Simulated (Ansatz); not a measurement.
Write a Python script for the Python package of Ansatz (0.2.0) that makes a rigid torsion scan of C3H6AlCl, SMILES C=C[CH2][AlH][Cl]. Level of theory (for the species named): Hartree-Fock, 6-31G* basis, multiplicity 1.

```csv
atom,x (Å),y (Å),z (Å)
C,-0.9346,0.4906,1.3645
C,-0.1602,-0.4567,0.9995
C,0.9285,-0.2355,0.0093
Al,0.3491,-0.1368,-1.8578
Cl,-1.1591,1.4245,-2.4452
H,-1.7783,0.3662,2.0662
H,-0.8467,1.5330,0.9365
H,-0.2474,-1.4193,1.4379
H,1.6683,-1.0773,0.1192
H,1.5206,0.6929,0.2942
H,0.7253,-1.2385,-2.9037
```

The script, `torsion.py`:
```python
"""Energy of C3H6AlCl as one group turns about a bond."""

import ansatz as az
from ase import Atoms

atoms = Atoms(["C", "C", "C", "Al", "Cl", "H", "H", "H", "H", "H", "H"], positions=[
    (-0.9346, 0.4906, 1.3645),
    (-0.1602, -0.4567, 0.9995),
    (0.9285, -0.2355, 0.0093),
    (0.3491, -0.1368, -1.8578),
    (-1.1591, 1.4245, -2.4452),
    (-1.7783, 0.3662, 2.0662),
    (-0.8467, 1.533, 0.9365),
    (-0.2474, -1.4193, 1.4379),
    (1.6683, -1.0773, 0.1192),
    (1.5206, 0.6929, 0.2942),
    (0.7253, -1.2385, -2.9037),
])

# start the scan from a relaxed geometry
first = (
    az.Crystal.molecule_from_ase(atoms).calculation()
    .basis(gaussian="6-31G*")
    .functional("hf")
    .relax(force_tolerance=0.02, max_steps=80)
)
atoms.positions = first.run(threads=1).report["positions_ang"]

start = atoms.get_dihedral(3, 2, 1, 0)
energies = {}
for turn in range(0, 360, 30):
    turned = atoms.copy()
    turned.set_dihedral(3, 2, 1, 0, start + turn, indices=[0, 1, 5, 6, 7])
    calc = (
        az.Crystal.molecule_from_ase(turned).calculation()
        .basis(gaussian="6-31G*")
        .functional("hf")
    )
    energies[round((start + turn) % 360)] = calc.run(threads=1).report["free_energy_ev"]
floor = min(energies.values())
print("dihedral Al3-C2-C1-C0 (deg)   E - E(min) (kcal/mol)")
for angle, e in sorted(energies.items()):
    print(f"{angle:8d} {23.060548 * (e - floor):14.3f}  " + "#" * int(30 * (e - floor) / max(max(energies.values()) - floor, 1e-9)))
```

```console
$ python torsion.py
dihedral Al3-C2-C1-C0 (deg)   E - E(min) (kcal/mol)
      29          4.498  #################
      59          1.748  ######
      89          0.795  ###
     119          1.661  ######
     149          5.022  ###################
     179          7.564  ##############################
     209          5.594  ######################
     239          1.631  ######
     269          0.000
     299          0.949  ###
     329          3.179  ############
     359          5.352  #####################
```

The scan is rigid and the energies are electronic, in a modest basis. With rigid groups the curve can differ much from the relaxed path, the start wasn't checked as a minimum of this torsion, and equivalent turns needn't return to the same energy. Timing: 61 s on 1 thread of Arm Neoverse V1, with other jobs on the host, peak memory 0.26 GiB.
